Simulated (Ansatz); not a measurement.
From input file to script: C2H3AlF2, SMILES FC(F)=[CH][AlH2] in Ansatz 0.2.0.

```yaml
crystal:
  periodic: [false, false, false]
  atoms:
    - { symbol: F, position_ang: [1.4044, -0.1985, 2.2905] }
    - { symbol: C, position_ang: [0.6672, -0.4632, 1.1456] }
    - { symbol: F, position_ang: [0.4227, -1.7648, 0.8217] }
    - { symbol: C, position_ang: [0.295, 0.5302, 0.3549] }
    - { symbol: Al, position_ang: [-0.784, 0.1702, -1.3276] }
    - { symbol: H, position_ang: [0.4055, 1.5702, 0.627] }
    - { symbol: H, position_ang: [-1.2654, 1.4044, -2.1969] }
    - { symbol: H, position_ang: [-1.0533, -1.3056, -1.771] }
basis:
  gaussian:
    orbitals: def2-SVP
hamiltonian:
  xc: pbe0
relax:
  f_tol: 0.02
  max_steps: 100
```

`run_opt.py`
```python
import warnings

import ansatz as az
import numpy as np

GEOMETRY = """
F     1.40440   -0.19850    2.29050
C     0.66720   -0.46320    1.14560
F     0.42270   -1.76480    0.82170
C     0.29500    0.53020    0.35490
Al   -0.78400    0.17020   -1.32760
H     0.40550    1.57020    0.62700
H    -1.26540    1.40440   -2.19690
H    -1.05330   -1.30560   -1.77100
"""

warnings.simplefilter("ignore", az.DeckWarning)

mol = az.Crystal.molecule()
for line in GEOMETRY.strip().splitlines():
    symbol, *xyz = line.split()
    mol = mol.atom(symbol, [float(v) for v in xyz])

base = mol.calculation()
base = base.basis(gaussian="def2-SVP").functional("pbe0")
symbols = [site.symbol for site in mol.cartesian_sites]
start = np.array([site.position_ang for site in mol.cartesian_sites], dtype=float)
def progress(event):
    if event["event"] == "relax_step":
        row = event["data"]
        print(f"step {row['step']:3d}  E = {row['lagrangian_ev']:.6f} eV  max force {row['allowed_force_max_ev_ang']:.4f} eV/A")


data = base.relax(force_tolerance=0.02, max_steps=100).session().plan().execute(on_event=progress).report
end = np.array(data["positions_ang"])

print("reference energy %16.6f eV" % data["reference_energy_ev"])
print("total energy     %16.6f eV" % data["free_energy_ev"])
print("occupied (up, down):", data["n_occupied"], " virtual:", data["n_virtual"], " frozen:", data["n_frozen"])

print("bond        before    after (A)")
for i, j in [(0, 1), (1, 2), (1, 3), (3, 4), (3, 5), (4, 6), (4, 7)]:
    d0, d1 = (np.linalg.norm(xyz[i] - xyz[j]) for xyz in (start, end))
    print(f"{symbols[i]}{i}-{symbols[j]}{j}".ljust(10), f"{d0:8.4f} {d1:8.4f}")
```

```console
$ python run_opt.py
step   1  E = -14133.270267 eV  max force 1.9658 eV/A
step   2  E = -14133.597460 eV  max force 1.6699 eV/A
step   3  E = -14133.655072 eV  max force 1.5564 eV/A
step   4  E = -14133.746264 eV  max force 0.5023 eV/A
step   5  E = -14133.769327 eV  max force 0.3042 eV/A
step   6  E = -14133.775108 eV  max force 0.0490 eV/A
step   7  E = -14133.775202 eV  max force 0.0079 eV/A
reference energy    -14133.775227 eV
total energy        -14133.775227 eV
occupied (up, down): [23, 23]  virtual: [66, 66]  frozen: 0
bond        before    after (A)
F0-C1        1.3872   1.3109
C1-F2        1.3634   1.3116
C1-C3        1.3231   1.3331
C3-Al4       2.0309   1.9340
C3-H5        1.0807   1.0950
Al4-H6       1.5845   1.5877
Al4-H7       1.5643   1.5864
```

Notes:
- The settings weren't tested for convergence.
- The end point is the stationary point reached from this start; no frequency run checks that it is a minimum, and the basis set is modest.
- Hardware and time: 28 s on 1 thread of Arm Neoverse V1, with other jobs on the host, peak memory 0.25 GiB.

(Lines on the test bed's own set-up are left out of the output.)
